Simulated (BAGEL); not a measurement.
**triplet HBr at 4 levels**

We compute a comparison of 4 runs (UHF/STO-3G, ROHF/6-31G*, ROHF/cc-pVTZ, UHF/cc-pVTZ) of triplet HBr. 

Program for the calculation: BAGEL 1.2.2.

15 further runs of the same task are left out: 2 that didn't finish, 13 set aside as unsound or not needed.

## Step 1: Starting point

HBr has 2 atoms, charge 0, and is taken as a triplet. SMILES of the parent species: `Br`. The coordinates come from a PBE0-D4/def2-TZVP relaxation. That shape belongs to the parent species and isn't relaxed for this state.

Bond lengths: Br1–H2 1.420 Å.

## Step 2: A single-point energy at UHF/STO-3G (density fitting with cc-pvqz-jkfit) (run 1)

Input file job.json:

```json
{ "bagel" : [

{
  "title" : "molecule",
  "basis" : "sto-3g",
  "df_basis" : "cc-pvqz-jkfit",
  "angstrom" : "true",
  "geometry" : [
    { "atom" : "Br", "xyz" : [   -0.603220,    0.217960,   -0.305050 ] },
    { "atom" : "H", "xyz" : [    0.603220,   -0.217960,    0.305050 ] }
  ]
},
{ "title" : "uhf", "nopen" : 2 },
{ "title" : "print", "file" : "orbitals.molden", "orbitals" : "true" }

]}
```

Launch:

```console
$ BAGEL_NUM_THREADS=1 BAGEL job.json > job.out
```

Log:

```text
* using 1 threads per process

  ===============================================================
  ===============================================================

  *** Geometry ***

  { "atom" : "Br", "xyz" : [     -1.139921,      0.411885,     -0.576461 ] },
  { "atom" : "H", "xyz" : [      1.139921,     -0.411885,      0.576461 ] },

  Number of auxiliary basis functions:      269

  Since a DF basis is specified, we compute 2- and 3-index integrals:
    o Being stored without compression. Storage requirement is 0.001 GB

  Number of basis functions:       19
  Number of electrons      :       36

    * METHOD: MOLECULE                             0.04

  *** Open-shell HF ***

  === Nuclear Repulsion ===
    13.0387500075

      * DIIS with orbital gradients will be used.

  === UHF iteration (sto-3g) ===
      0      -2544.90325507          0.00875201           0.01
      1      -2544.91038398          0.00316645           0.01
      2      -2544.91132026          0.00116063           0.01
      3      -2544.91146362          0.00001943           0.01
      4      -2544.91146365          0.00000077           0.01
      5      -2544.91146365          0.00000005           0.01
      6      -2544.91146365          0.00000001           0.01
    * SCF iteration converged.

    * S^2 (UHF) is 2.0000

    * Permanent dipole moment:
           (    0.424569,    -0.153408,     0.214706) a.u.

    * METHOD: UHF                                  0.12

    * METHOD: PRINT                                0.00

  ===============================================================
```

Run time: 0.39 s. Hardware: 1 thread of Arm Neoverse V2, shared host; peak memory 0.14 GiB.

## Step 3: The energy at ROHF/6-31G(d) (density fitting with cc-pvqz-jkfit, spherical functions) (run 2)

Input file hf.json:

```json
{ "bagel" : [

{
  "title" : "molecule",
  "basis" : "6-31gs.json",
  "df_basis" : "cc-pvqz-jkfit",
  "angstrom" : true,
  "geometry" : [
    { "atom" : "Br", "xyz" : [      -0.603220,       0.217960,      -0.305050 ] },
    { "atom" : "H", "xyz" : [       0.603220,      -0.217960,       0.305050 ] }
  ]
},

{
  "title" : "rohf",
  "nopen" : 2
},

{
  "title" : "print",
  "file" : "orbitals.molden",
  "orbitals" : true
}

]}
```

The basis set 6-31G* is read from a file made from the Basis Set Exchange's data (not shown).

Launch:

```console
$ BAGEL_NUM_THREADS=1 BAGEL hf.json > hf.out
```

Log:

```text
* using 1 threads per process

  ===============================================================
  ===============================================================

  *** Geometry ***

  { "atom" : "Br", "xyz" : [     -1.139921,      0.411885,     -0.576461 ] },
  { "atom" : "H", "xyz" : [      1.139921,     -0.411885,      0.576461 ] },

  Number of auxiliary basis functions:      269

  Since a DF basis is specified, we compute 2- and 3-index integrals:
    o Being stored without compression. Storage requirement is 0.002 GB

  Number of basis functions:       34
  Number of electrons      :       36

    * METHOD: MOLECULE                             0.06

  *** Open-shell HF ***

  === Nuclear Repulsion ===
    13.0387500075

      * DIIS with orbital gradients will be used.

  === ROHF iteration (6-31gs.json) ===
      0      -2572.44194083          0.00860298           0.02
      1      -2572.44935707          0.00198376           0.02
      2      -2572.45009064          0.00071830           0.02
      3      -2572.45024738          0.00034925           0.02
      4      -2572.45029221          0.00014565           0.02
      5      -2572.45030478          0.00003514           0.02
      6      -2572.45031342          0.00000948           0.02
      7      -2572.45031497          0.00000238           0.02
      8      -2572.45031527          0.00000111           0.02
      9      -2572.45031525          0.00000021           0.02
     10      -2572.45031530          0.00000009           0.02
     11      -2572.45031530          0.00000003           0.02
     12      -2572.45031530          0.00000001           0.02
    * SCF iteration converged.

    * S^2 (ROHF) is 2.0000

    * Permanent dipole moment:
           (    0.227499,    -0.082202,     0.115047) a.u.

    * METHOD: ROHF                                 0.34

    * METHOD: PRINT                                0.00

  ===============================================================
```

It took 0.65 s on 1 thread of Arm Neoverse V2, shared host; peak memory 0.14 GiB.

Run 3 isn't shown in full; the table further down has it.

## Step 4: The energy at UHF/cc-pVTZ (density fitting with cc-pvqz-jkfit) (run 4)

Input file input.json:

```json
{ "bagel": [

{
  "title": "molecule",
  "basis": "cc-pvtz.json",
  "df_basis": "cc-pvqz-jkfit",
  "angstrom": true,
  "geometry": [
    { "atom": "Br", "xyz": [   -0.603220,    0.217960,   -0.305050 ] },
    { "atom": "H", "xyz": [    0.603220,   -0.217960,    0.305050 ] }
  ]
},
{ "title": "uhf", "nopen": 2 },
{ "title": "print", "file": "orbitals.molden", "orbitals": true }

]}
```

The basis set cc-pVTZ is read from a file made from the Basis Set Exchange's data (not shown).

Launch:

```console
$ BAGEL_NUM_THREADS=1 BAGEL input.json > input.out
```

Log:

```text
* using 1 threads per process

  ===============================================================
  ===============================================================

  *** Geometry ***

  { "atom" : "Br", "xyz" : [     -1.139921,      0.411885,     -0.576461 ] },
  { "atom" : "H", "xyz" : [      1.139921,     -0.411885,      0.576461 ] },

  Number of auxiliary basis functions:      269

  Since a DF basis is specified, we compute 2- and 3-index integrals:
    o Being stored without compression. Storage requirement is 0.007 GB

  Number of basis functions:       57
  Number of electrons      :       36

    * METHOD: MOLECULE                             0.08

  *** Open-shell HF ***

  === Nuclear Repulsion ===
    13.0387500075

      * DIIS with orbital gradients will be used.

  === UHF iteration (cc-pvtz.json) ===
      0      -2572.81050547          0.01214611           0.04
      1      -2572.83007081          0.00307105           0.04
      2      -2572.83241719          0.00099887           0.04
      3      -2572.83293002          0.00041763           0.04
      4      -2572.83308224          0.00018837           0.04
      5      -2572.83312495          0.00007639           0.03
      6      -2572.83313081          0.00001823           0.03
      7      -2572.83313096          0.00000518           0.04
      8      -2572.83313098          0.00000104           0.04
      9      -2572.83313098          0.00000051           0.04
     10      -2572.83313098          0.00000020           0.04
     11      -2572.83313098          0.00000006           0.04
     12      -2572.83313098          0.00000003           0.04
     13      -2572.83313098          0.00000001           0.04
    * SCF iteration converged.

    * S^2 (UHF) is 2.0130

    * Permanent dipole moment:
           (    0.473006,    -0.170910,     0.239201) a.u.

    * METHOD: UHF                                  0.64

    * METHOD: PRINT                                0.01

  ===============================================================
```

It took 0.97 s on 1 thread of Arm Neoverse V2, shared host; peak memory 0.14 GiB.

## Step 5: The series

```
run                                                                  level   energy (Eh)  dipole moment (D)   ⟨S²⟩  wall time
  1                        UHF/STO-3G (density fitting with cc-pvqz-jkfit)  -2544.911464               1.27  2.000     0.39 s
  2  ROHF/6-31G* (density fitting with cc-pvqz-jkfit, spherical functions)  -2572.450315               0.68  2.000     0.65 s
  3                      ROHF/cc-pVTZ (density fitting with cc-pvqz-jkfit)  -2572.826207               1.52  2.000     0.95 s
  4                       UHF/cc-pVTZ (density fitting with cc-pvqz-jkfit)  -2572.833131               1.42  2.013     0.97 s
```

## Step 6: What came out

| quantity | value |
| --- | --- |
| run 4: total energy | -2572.83313 Eh |
| run 4: dipole moment | 1.42 D |
| run 4: ⟨S²⟩ | 2.013 |

**Reading.** The dipole moment (its size) runs from 0.68 D (ROHF/6-31G*) to 1.52 D (ROHF/cc-pVTZ). In run 1 the basis is minimal, so the values are rough. All runs together took 3 s, the longest 0.97 s.
